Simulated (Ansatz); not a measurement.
Working through vertical and adiabatic energies of changing the electron count of FGeH₃Se, SMILES [F][GeH2][SeH]

With the Ansatz DFT code, driven from Python.

Contents of `fgeh3se.xyz`:
```text
6

F    -1.76740   -0.48070    0.22270
Ge   -0.31090    0.12460   -0.48990
Se    1.17500    0.65890    1.22140
H     0.37050   -0.97670   -1.38450
H    -0.57280    1.38250   -1.36580
H     1.14760   -0.77270    1.74980
```

Notebook, run cell by cell (the value of a cell's last expression is shown):

In [1]:
```python
import warnings

import ansatz as az
import numpy as np

BASIS_SET = 'def2-SVP'
FUNCTIONAL = 'PBE'
CHARGE = 1
```

In [2]:
```python
warnings.simplefilter('ignore', az.DeckWarning)
```

In [3]:
```python
system = az.Crystal.molecule_from_extxyz('fgeh3se.xyz')
```

In [4]:
```python
calc = (
    system.calculation()
    .basis(gaussian=BASIS_SET)
    .functional(FUNCTIONAL)
)
symbols = [site.symbol for site in system.cartesian_sites]
start = np.array([site.position_ang for site in system.cartesian_sites], dtype=float)
report = calc.relax(force_tolerance=0.01).run(threads=1, pin='off').report
end = np.array(report['positions_ang'])
```

In [5]:
```python
minimum = az.Crystal.molecule()
for symbol, place in zip(symbols, end):
    minimum = minimum.atom(symbol, place.tolist())
ion = minimum.calculation()
ion = ion.basis(gaussian=BASIS_SET)
ion = ion.functional(FUNCTIONAL)
ion = ion.charge(CHARGE)
ion = ion.spin('collinear', total=1)
vertical = ion.run(threads=1, pin='off').report
settled = ion.relax(force_tolerance=0.01, max_steps=80).run(threads=1, pin='off').report
print(f'vertical ionisation energy   {vertical["free_energy_ev"] - report["free_energy_ev"]:.3f} eV')
print(f'adiabatic, no zero point     {settled["free_energy_ev"] - report["free_energy_ev"]:.3f} eV')
print(f'relaxation energy of the ion {vertical["free_energy_ev"] - settled["free_energy_ev"]:.3f} eV')
ionised = np.array(settled['positions_ang'])
print('final positions (A) and the move of each atom')
for symbol, xyz, old in zip(symbols, ionised, end):
    print(f'{symbol:2s} {xyz[0]:10.5f} {xyz[1]:10.5f} {xyz[2]:10.5f}   {np.linalg.norm(xyz - old):7.4f}')
```
```text
vertical ionisation energy   9.625 eV
adiabatic, no zero point     9.252 eV
relaxation energy of the ion 0.373 eV
final positions (A) and the move of each atom
F    -1.51180   -0.70185    0.28294    0.5036
Ge   -0.28779    0.04187   -0.69266    0.2134
Se    1.52664    0.34554    1.03808    0.6430
H     0.33546   -0.96219   -1.68343    0.4170
H    -0.66279    1.49020   -1.06676    0.2887
H     0.64229   -0.27766    2.07553    0.9706
```

The energies are electronic: no zero-point or thermal terms, and the basis set is short of its limit. The product may relax into another structure. The relaxation finds the nearest minimum, so the adiabatic value is an upper bound. Run time: 2 min on 1 thread of Arm Neoverse V1 (shared host), peak memory 0.23 GiB.
